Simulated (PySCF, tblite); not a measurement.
**C₄H₁₁O₃Si radical: geometry, infrared bands and EPR parameters**

Wanted: the infrared bands and EPR parameters of C₄H₁₁O₃Si radical (`COC[Si](OC)OC`), by calculation.

Programs: tblite 0.8.0 and PySCF 2.14.0, with density-fitted response routines of our own. Each step states its level of theory. These are calculated values for one molecule in the gas phase, unless marked as measured. Atoms are numbered from 0 throughout.

## 1. Starting geometry

19 atoms, charge 0, multiplicity 2; geometry from: force field or distance geometry start.

Bonds of the start (Å): C0–O1 1.40, O1–C2 1.43, C2–Si3 1.79, Si3–O4 1.66, O4–C5 1.38, Si3–O6 1.67, O6–C7 1.40, C0–H8 1.12, C0–H9 1.14, C0–H10 1.11, C2–H11 1.13, C2–H12 1.11, C5–H13 1.12, C5–H14 1.08, C5–H15 1.11, C7–H16 1.10, C7–H17 1.11, C7–H18 1.10.

## 2. Relaxing the molecule with GFN2-xTB

Job settings and geometry (Å):

```
{"job": {"kind": "relax", "xc": "GFN2-xTB", "basis": "xTB"}, "charge": 0, "multiplicity": 2}
C     -3.084100    -0.305900    -0.196900
O     -1.841100    -0.106500    -0.812900
C     -0.899900    -0.259900     0.249600
Si     0.819500    -0.060000    -0.204700
O      1.683800     1.243500     0.363300
C      1.123200     2.489400     0.177400
O      1.577400    -1.200400    -1.153500
C      2.411500    -1.960400    -0.317600
H     -3.160000    -1.320700     0.269400
H     -3.197900     0.393500     0.690800
H     -3.911700    -0.080400    -0.903900
H     -1.241600     0.475300     1.032700
H     -1.128600    -1.246400     0.706600
H      1.023400     2.933700     1.200400
H      0.178700     2.405700    -0.348800
H      1.814400     3.096800    -0.436700
H      3.461200    -1.626000    -0.365100
H      2.008600    -1.859200     0.716500
H      2.353500    -3.002900    -0.674000
```

The run is started by

```
> OMP_NUM_THREADS=1 python probes_run.py task.json out
```

One launch serves the whole session: the jobs run in the order shown.

**Question.** This job is followed by: GFN2-xTB harmonic vibrations, gas phase; UKS B3LYP, pcH-1 on C H O Si, non-relativistic, mean-field spin-orbit, GIAO. What will the session give for the following? strongest single infrared mode (GFN2-xTB); zero-point energy (GFN2-xTB); g(iso) (B3LYP); ⟨S²⟩; largest a(iso) (averaged by class); potential on the surface of density 0.002 e/bohr³, 1st and 99th percentile.

**Answer**, as computed:

| quantity | value |
| --- | --- |
| strongest single infrared mode (GFN2-xTB) | 1131 cm⁻¹, 155 km/mol |
| zero-point energy (GFN2-xTB) | 94.6 kcal/mol |
| g(iso) (B3LYP) | 2.00198 |
| ⟨S²⟩ | 0.752 (exact 0.75) |
| largest a(iso) (averaged by class) | 29Si on Si3, -687.2 MHz |
| potential on the surface of density 0.002 e/bohr³, 1st and 99th percentile | -1.22 V and 0.67 V |

The optimisation took 188 steps and gained 1.966 eV; among the close pairs (by a distance rule), C2–Si3 changed most, from 1.790 to 1.912 Å. All 51 modes are real, so the xTB geometry is a minimum. GFN2-xTB is a fitted tight-binding method: band positions and strengths are rough. Its intensities can rank the bands wrongly. Si3 carries the largest spin population, 0.78 e. The isotropic g lies 0.3 ppt below the free-electron value. These values are for one conformer; the search (at its own cheap level) found 2 more, at 0.01, 3.18 kcal/mol (those within 0.05 may be mirror or relabelled copies), and measured spectra average over such forms.
